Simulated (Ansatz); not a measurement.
# SiGeH5− (SMILES [SiH2-][GeH3]): functionals against CCSD(T) at one geometry

How do the functionals fare away from a minimum? The structure is a structure displaced at random from a GFN2-xTB minimum.

Program: Ansatz 0.2.0, Gaussian basis. Level of theory: single points in def2-TZVPPD. These are calculated values, not measurements.

Correlated methods freeze the cores. Filled d shells of the heavier atoms are correlated.

## (1) The starting structure

SMILES `[SiH2-][GeH3]`, 7 atoms, charge -1, spin multiplicity 1.

Atoms are counted from 1 here; the program's logs count them from 0.

Bond lengths: Si1–Ge2 2.343 Å, Si1–H3 1.480 Å, Si1–H4 1.395 Å, Ge2–H5 1.829 Å, Ge2–H6 1.599 Å, Ge2–H7 1.822 Å. Angles: Ge2–Si1–H3 94.8°, Ge2–Si1–H4 105.9°, H3–Si1–H4 95.9°, Si1–Ge2–H5 108.0°, Si1–Ge2–H6 149.6°, Si1–Ge2–H7 115.4°, H5–Ge2–H6 87.5°, H5–Ge2–H7 85.2°, H6–Ge2–H7 91.3°.

As a file:

```
Si    0.0408   -1.5554   -0.3696
Ge    0.1709    0.7274    0.1436
H     0.0825   -2.0015    1.0407
H    -1.3133   -1.8261   -0.5644
H     0.2155    1.6595   -1.4290
H    -0.4718    2.0280    0.8149
H     1.8541    1.3766    0.3979
```

## (2) CCSD(T)/def2-TZVPPD

Contents of run/in.yaml:

```yaml
crystal:
  periodic: [false, false, false]
  atoms:
    - {symbol: Si, position_ang: [0.040800, -1.555400, -0.369600]}
    - {symbol: Ge, position_ang: [0.170900, 0.727400, 0.143600]}
    - {symbol: H, position_ang: [0.082500, -2.001500, 1.040700]}
    - {symbol: H, position_ang: [-1.313300, -1.826100, -0.564400]}
    - {symbol: H, position_ang: [0.215500, 1.659500, -1.429000]}
    - {symbol: H, position_ang: [-0.471800, 2.028000, 0.814900]}
    - {symbol: H, position_ang: [1.854100, 1.376600, 0.397900]}
basis:
  gaussian: {orbitals: "def2-TZVPPD.json"}
total_charge: -1
correlation: {method: ccsd_t}
output: {forces: true}
```

The basis file named in the input lies beside it (Basis Set Exchange, JSON).

The command line of these runs was not kept.

## (3) PBE0-D4/def2-TZVPPD

Changes to run/in.yaml since step 2:

```diff
@@ -13,3 +13,3 @@
 total_charge: -1
-correlation: {method: ccsd_t}
-output: {forces: true}
+hamiltonian: {xc: pbe0, dispersion: d4}
+output: {forces: true, orbitals: {seedname: orbitals}}
```

## (4) wB97M-V/def2-TZVPPD

Changes to run/in.yaml since step 3:

```diff
@@ -13,3 +13,3 @@
 total_charge: -1
-hamiltonian: {xc: pbe0, dispersion: d4}
-output: {forces: true, orbitals: {seedname: orbitals}}
+hamiltonian: {xc: {name: wB97M-V}}
+output: {forces: true}
```

## (5) r2SCAN-D4/def2-TZVPPD

Changes to run/in.yaml since step 4:

```diff
@@ -13,3 +13,3 @@
 total_charge: -1
-hamiltonian: {xc: {name: wB97M-V}}
+hamiltonian: {xc: r2scan, dispersion: d4}
 output: {forces: true}
```

## (6) PBE-D4/def2-TZVPPD

Changes to run/in.yaml since step 5:

```diff
@@ -13,3 +13,3 @@
 total_charge: -1
-hamiltonian: {xc: r2scan, dispersion: d4}
+hamiltonian: {xc: pbe, dispersion: d4}
 output: {forces: true}
```

## (7) CAM-B3LYP-D4/def2-TZVPPD

Changes to run/in.yaml since step 6:

```diff
@@ -13,3 +13,3 @@
 total_charge: -1
-hamiltonian: {xc: pbe, dispersion: d4}
+hamiltonian: {xc: {name: CAM-B3LYP}, dispersion: d4}
 output: {forces: true}
```

## (8) r2SCAN0-D4/def2-TZVPPD

Changes to run/in.yaml since step 7:

```diff
@@ -13,3 +13,3 @@
 total_charge: -1
-hamiltonian: {xc: {name: CAM-B3LYP}, dispersion: d4}
+hamiltonian: {xc: {name: r2SCAN0}, dispersion: d4}
 output: {forces: true}
```

(Steps that only read results are left out.)

**Question.** What will these runs give? Wanted: RMS force component; RMS force error; HOMO and LUMO, PBE0-D4; T1 diagnostic.

The runs gave:

```
              quantity                                                                                                   value
   RMS force component                                                                    1.366 to 1.482 eV/Å over the methods
       RMS force error  PBE0-D4 0.097, wB97M-V 0.032, r2SCAN-D4 0.103, PBE-D4 0.237, CAM-B3LYP-D4 0.040, r2SCAN0-D4 0.058 eV/Å
HOMO and LUMO, PBE0-D4                                                                                       -0.84 and 3.57 eV
         T1 diagnostic                                                                                                   0.015
```

What this shows: The forces of wB97M-V come nearest to CCSD(T), those of PBE-D4 are farthest. Frozen-core CCSD(T) forces in triple zeta carry basis errors of their own, and this is one geometry, so small gaps rank nothing.
